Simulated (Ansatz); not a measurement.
**LaS: how the settings move a relaxation**

How sensitive is a relaxation of LaS to its settings? A reference run comes first, then two runs with altered input.

Method: reference: DFT, r2SCAN, PAW with Ansatz's default frozen-core files, scalar-relativistic, in Ansatz 0.2.0.

**1. The system as given**

The structure is cubic, space group Fm-3m (No. 225). Conventional cell: a = 5.680 Å, b = 5.680 Å, c = 5.680 Å, α = 90.00°, β = 90.00°, γ = 90.00°. La (site symmetry m-3m) is surrounded by 6 S at 2.84 Å. S (site symmetry m-3m) is surrounded by 6 La at 2.84 Å.

As a file:

```cif
data_structure
_symmetry_space_group_name_H-M 'Fm-3m'
_symmetry_Int_Tables_number 225
_cell_length_a 5.6802
_cell_length_b 5.6802
_cell_length_c 5.6802
_cell_angle_alpha 90.000
_cell_angle_beta 90.000
_cell_angle_gamma 90.000
_cell_volume 183.27
loop_
_atom_site_label
_atom_site_type_symbol
_atom_site_symmetry_multiplicity
_atom_site_Wyckoff_symbol
_atom_site_fract_x
_atom_site_fract_y
_atom_site_fract_z
_atom_site_occupancy
La1 La 4 a 0.00000 0.00000 0.00000 1
S1 S 4 b 0.50000 0.00000 0.00000 1
```

**2. Reference**

input.yaml

```yaml
crystal:
  lattice:
    - [0.0, 2.8400812863, 2.8400812863]
    - [2.8400812863, 0.0, 2.8400812863]
    - [2.8400812863, 2.8400812863, 0.0]
  atoms:
    - { symbol: La, position: [0.0, 0.0, 0.0] }
    - { symbol: S, position: [0.5, 0.5, 0.5] }
kpoints:
  mp_grid: { grid: [11, 11, 11] }
scf:
  occupations: { method: fermi_dirac, width: 0.05 }
hamiltonian:
  xc: r2scan
  pseudopotentials: { kind: paw }
output:
  forces: true
  stress: true
relax:
  f_tol: 0.01
  max_steps: 30
```

Run with:

```console
$ ansatz run input.yaml --threads 1 --pin off --max-ram 2048MiB --backend cpu --events-out ev --progress --plain --runs-dir out
```

**3. Again, with preconditioner local_kerker, mixing.algorithm broyden, mixing.beta 0.05, mixing.ndim 2**

input.yaml, as its differences from that of step 2:

```diff
@@ -12,2 +12,7 @@
   occupations: { method: fermi_dirac, width: 0.05 }
+  mixing:
+    preconditioner: local_kerker
+    algorithm: broyden
+    beta: 0.05
+    ndim: 2
 hamiltonian:
```

**4. Again, with xc_grid 2, accuracy medium**

input.yaml, as its differences from that of step 2:

```diff
@@ -18,2 +18,6 @@
   stress: true
+  write_density: true
+  write_potential: true
+  elf: true
+  volumetric_format: npy
 relax:
@@ -21 +25,4 @@
   max_steps: 30
+basis:
+  xc_grid: 2
+accuracy: medium
```

Before running it: what results should come out? Wanted: for each run, ending; energy change; pressure; gap; force.

**Answer**, as computed:

```tsv
run	ending	energy change	pressure (GPa)	gap (eV)	force (eV/Å)	cycles	time
reference	converged	0	11.6	0.00	0.00	9	10 s
1: preconditioner local_kerker, mixing.algorithm broyden, mixing.beta 0.05, mixing.ndim 2	converged	0.0 meV/atom	11.6	0.00	0.00	16	9.9 s
2: xc_grid 2, accuracy medium	converged	0.0 meV/atom	11.6	0.00	0.00	9	13 s
```

Times don't compare one to one where runs were asked for different outputs or read a saved state (see the inputs); cycles may leave out searches for a lower state.

What this shows: Of the converged runs whose energies compare with the reference's, none moves it noticeably. Symmetry fixes the atoms and the cell is held, so no setting can move this relaxation. 
